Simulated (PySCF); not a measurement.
**[PrH2]+: triplet, from a side-on start**

Where does triplet [PrH2]+ go from a side-on start, is the end point a minimum, and what are its modes, charges and moments?

Method: PBE0, basis Pr def2-TZVP with ECP28, H def2-TZVP, scalar-relativistic core potentials, no spin–orbit coupling, density fitting; program: PySCF 2.14.0.

**1. The starting structure**

3 atoms, charge 1, spin multiplicity 3.

Bond lengths: Pr1–H2 2.122 Å, Pr1–H3 2.122 Å, H2–H3 0.840 Å. Angles: H2–Pr1–H3 22.8°, Pr1–H2–H3 78.6°, Pr1–H3–H2 78.6°.

Coordinates in bohr (charge 1 multiplicity 3):
```
Pr    0.0000    0.0000   -0.0554
H     0.7937    0.0000    3.8745
H    -0.7937    0.0000    3.8745
```

**2. Side-on start, triplet: relaxation**

The steps below are one call of a driver around PySCF. For each, scf.py gives the equivalent set-up of the SCF; relaxations use the driver's own optimiser. Before each start the driver seeks the lowest SCF state from one or more starting densities and follows internal instabilities, so scf.py alone need not reach the same state.

The program finds C2v symmetry in the start, which this walk keeps.

The input, scf.py:

```python
from pyscf import gto, scf, dft
mol = gto.M(atom='''
Pr     0.000000     0.000000    -0.029329
H      0.420000    -0.000000     2.050283
H     -0.420000     0.000000     2.050283''',
    basis={'Pr': 'def2-TZVP', 'H': 'def2-TZVP'},
    ecp={'Pr': 'def2-TZVP'},
    charge=1, spin=2)
mf = dft.UKS(mol, xc='PBE0')
mf.grids.atom_grid = (50, 194)
aux = {'Pr': 'def2-universal-JKFIT', 'H': 'def2-universal-JKFIT'}
mf = mf.density_fit(auxbasis=aux)
mf.kernel()
```

Further steps of the session: Hessian and properties.

Q: Predict the outcome of this session. Wanted: minimum; geometry; wavenumbers; dipole moment; highest occupied, lowest empty level; polar-tensor charge of Pr1; zero-point energy; ⟨S²⟩.

As calculated:

```
                                          quantity                                                            value
                                           minimum                                    broken-symmetry (Ms = 1), C2v
                                          geometry  H–H 0.827 Å, Pr–H 2.284 Å (×2); H–H–Pr 79.6° (×2), H–Pr–H 20.9°
                                wavenumbers (cm⁻¹)                                                  734, 1149, 3057
                    dipole moment (centre of mass)                                                           2.12 D
highest occupied, lowest empty level (either spin)                                                  -7.98, -6.27 eV
                        polar-tensor charge of Pr1                                                          +1.06 e
                                 zero-point energy                                                      29.5 kJ/mol
                               entropy at 298.15 K                                                  238.9 J/(mol K)
                                              ⟨S²⟩                                                            2.988
```

What this shows: The side-on start keeps its C2v symmetry and ends in a minimum. The determinant is spin-contaminated (⟨S²⟩ = 2.99 against 2.00), so it is no pure spin state. In the infrared the band at 3057 cm⁻¹ leads. Other starts or spin states, not run here, may lie lower. The SCF density has lower symmetry than the nuclear frame. One determinant may miss the lowest occupation of an open d or f shell. With an element this heavy the missing spin–orbit coupling can shift these numbers.
